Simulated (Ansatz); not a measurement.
## C₃H₈FSi₂, SMILES FC[SiH2]/C=[C]/[SiH3]: a comparison of dispersion corrections, step by step

With the Ansatz DFT code, driven from Python.

Interactive session:
```pycon
>>> from dataclasses import dataclass
>>> import ansatz as az
>>> @dataclass(frozen=True)
... class Settings:
...     basis_set: str = 'def2-SVP'
...
>>> opts = Settings()
>>> geometry = (
...     az.Crystal.molecule()
...     .atom('F', (-3.8515, 0.4277, 0.4415))
...     .atom('C', (-2.5939, -0.0256, 0.79))
...     .atom('Si', (-1.3512, 0.5525, -0.4772))
...     .atom('C', (0.3255, -0.0512, -0.0137))
...     .atom('C', (1.3689, 0.248, -0.7851))
...     .atom('Si', (3.0708, -0.3317, -0.3667))
...     .atom('H', (-2.3191, 0.3758, 1.787))
...     .atom('H', (-2.597, -1.1344, 0.8254))
...     .atom('H', (-1.3473, 2.0222, -0.5234))
...     .atom('H', (-1.7158, 0.02, -1.7983))
...     .atom('H', (0.4459, -0.6465, 0.8864))
...     .atom('H', (3.4589, 0.2, 0.9482))
...     .atom('H', (3.0906, -1.8015, -0.3262))
...     .atom('H', (4.0151, 0.1448, -1.388))
... )
>>> base = (
...     geometry.calculation()
...     .basis(gaussian=opts.basis_set)
...     .spin('collinear', total=1)
... )
>>> for name in ['blyp', 'pbe0']:
...     for correction in ('d3bj', 'd4'):
...         data = base.functional(name, dispersion=correction).run(threads=1, pin='off').report
...         print(f'{name:8s} {correction:5s} total {data["free_energy_ev"]:.5f} eV, of which dispersion {1000 * data["dispersion"]["energy"]["ev"]:.2f} meV')
...
blyp     d3bj  total -21698.89938 eV, of which dispersion -696.71 meV
blyp     d4    total -21698.88380 eV, of which dispersion -681.13 meV
pbe0     d3bj  total -21687.71505 eV, of which dispersion -285.46 meV
pbe0     d4    total -21687.69491 eV, of which dispersion -265.32 meV
```

Caveats:
- Total energies depend on the basis set; only differences at equal settings carry meaning.
- The geometry is a force-field or estimated start, not a minimum of this method, and the basis set is short of its limit. D4 holds the three-body term, and d3bj doesn't.
- The run takes the species as open-shell (spin multiplicity 2), which needn't be its ground state.
- Timing: 48 s on 1 thread of Arm Neoverse V1, with other jobs on the host, peak memory 0.49 GiB.
